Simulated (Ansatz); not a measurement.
# CuH₆NSi₂: a ladder of functionals and wavefunction methods

The task here is to estimate one member of a computed series from the others.

Computed with Ansatz 0.2.0, Gaussian basis. Level: functionals in def2-TZVPP, the program's frozen cores in correlated methods.

Plan: LDA (SPW92), PBE-D4, revPBE-D4, BLYP-D4, r2SCAN-D4, B97M-V, PBE0-D4, B3LYP-D4, r2SCANh-D4, r2SCAN0-D4, HSE06-D4, BHLYP-D4, CAM-B3LYP-D4, LC-ωPBE, ωB97X-V, ωB97M-V, B2PLYP, PBE-QIDH; CCSD(T)/def2-SVP; CCSD(T)/def2-TZVPP; MP2/def2-QZVPP; extrapolation to the limit; RPA on PBE.

### The relaxed structure

The geometry comes from an earlier relaxation with PBE0-D4 in a triple-zeta def2 set; it is a stationary point, not always the lowest conformer.

SMILES `[SiH3][N]([SiH3])[Cu]`, 10 atoms, charge 0, spin multiplicity 1.

Atoms are counted from 1 here; the program's logs count them from 0.

Bond lengths: Si1–N2 1.710 Å, Si1–H5 1.493 Å, Si1–H6 1.492 Å, Si1–H7 1.495 Å, N2–Si3 1.710 Å, N2–Cu4 1.833 Å, Si3–H8 1.493 Å, Si3–H9 1.495 Å, Si3–H10 1.492 Å. Angles: N2–Si1–H5 111.1°, N2–Si1–H6 110.0°, N2–Si1–H7 114.0°, H5–Si1–H6 108.4°, H5–Si1–H7 105.8°, H6–Si1–H7 107.2°, Si1–N2–Si3 127.1°, Si1–N2–Cu4 116.0°, Si3–N2–Cu4 116.0°, N2–Si3–H8 111.1°, N2–Si3–H9 114.0°, N2–Si3–H10 110.0°, H8–Si3–H9 105.8°, H8–Si3–H10 108.4°, H9–Si3–H10 107.2°.

Geometry (Å):

```xyz
10

Si   -0.2802    1.3098   -0.7520
N    -0.2086   -0.3612   -0.3980
Si    0.3701   -1.0876    1.0373
Cu   -0.5015   -1.4940   -1.8094
H    -1.4763    1.6327   -1.5858
H    -0.3616    2.0974    0.5130
H     0.8984    1.8208   -1.5173
H    -0.4037   -2.3220    1.3659
H     1.8024   -1.5120    0.9700
H     0.2441   -0.1351    2.1792
```

The first run:

Input file in.yaml:

```yaml
crystal:
  periodic: [false, false, false]
  atoms:
    - {symbol: Si, position_ang: [-0.280175, 1.309821, -0.751951]}
    - {symbol: N, position_ang: [-0.208553, -0.361170, -0.397954]}
    - {symbol: Si, position_ang: [0.370112, -1.087607, 1.037347]}
    - {symbol: Cu, position_ang: [-0.501521, -1.494037, -1.809403]}
    - {symbol: H, position_ang: [-1.476340, 1.632719, -1.585806]}
    - {symbol: H, position_ang: [-0.361555, 2.097424, 0.512978]}
    - {symbol: H, position_ang: [0.898429, 1.820830, -1.517289]}
    - {symbol: H, position_ang: [-0.403699, -2.321984, 1.365859]}
    - {symbol: H, position_ang: [1.802367, -1.511976, 0.969993]}
    - {symbol: H, position_ang: [0.244135, -0.135121, 2.179228]}
basis:
  gaussian: {orbitals: def2-TZVPP}
hamiltonian: {xc: lda}
output: {orbitals: {seedname: orbitals}}
```

Command:

```bash
$ ansatz run in.yaml --threads 4 --pin off --events-out ev --progress --plain --max-ram 10444MiB
```

Steps of the session up to this table: LDA; PBE-D4 (GGA); revPBE-D4 (GGA); BLYP-D4 (GGA); r2SCAN-D4 (meta-GGA); B97M-V (meta-GGA); PBE0-D4 (hybrid); B3LYP-D4 (hybrid); r2SCANh-D4 (hybrid); r2SCAN0-D4 (hybrid); HSE06-D4 (hybrid); BHLYP-D4 (hybrid); CAM-B3LYP-D4 (range-separated); LC-ωPBE (range-separated); ωB97X-V (range-separated); ωB97M-V (range-separated); B2PLYP (double hybrid); PBE-QIDH (double hybrid).

One of the session's tables, all rows but one given; the rest of the session is left out.

It belongs to the step «Frontier levels by functional». 

| functional | HOMO (eV) | LUMO (eV) | gap (eV) |
| --- | --- | --- | --- |
| LDA (SPW92) | -5.53 | -4.04 | 1.49 |
| PBE-D4 | -5.37 | -3.83 | 1.55 |
| revPBE-D4 | -5.31 | -3.72 | 1.59 |
| BLYP-D4 | -5.30 | -3.85 | 1.45 |
| r2SCAN-D4 | ? | ? | ? |
| B97M-V | -5.75 | -3.83 | 1.92 |
| PBE0-D4 | -6.58 | -2.84 | 3.74 |
| B3LYP-D4 | -6.43 | -3.23 | 3.19 |
| r2SCANh-D4 | -6.03 | -3.18 | 2.85 |
| r2SCAN0-D4 | -6.72 | -2.66 | 4.07 |
| HSE06-D4 | -6.18 | -3.21 | 2.98 |
| BHLYP-D4 | -7.70 | -2.09 | 5.62 |
| CAM-B3LYP-D4 | -7.93 | -2.03 | 5.90 |
| LC-ωPBE | -9.17 | -0.76 | 8.41 |
| ωB97X-V | -8.87 | -0.91 | 7.96 |
| ωB97M-V | -8.83 | -1.27 | 7.55 |

Q: Estimate the row for r2SCAN-D4 from the others.

Worked estimate for «HOMO (eV)». Against the share of exact exchange, r2SCANh-D4 (0.1, -6.03), r2SCAN0-D4 (0.25, -6.72) give a slope of -4.60 per unit share; at 0 the line stands at -5.57.

The run gave: HOMO (eV): -5.54; LUMO (eV): -3.55; gap (eV): 2.00. In «HOMO (eV)» the line misses by -0.03.
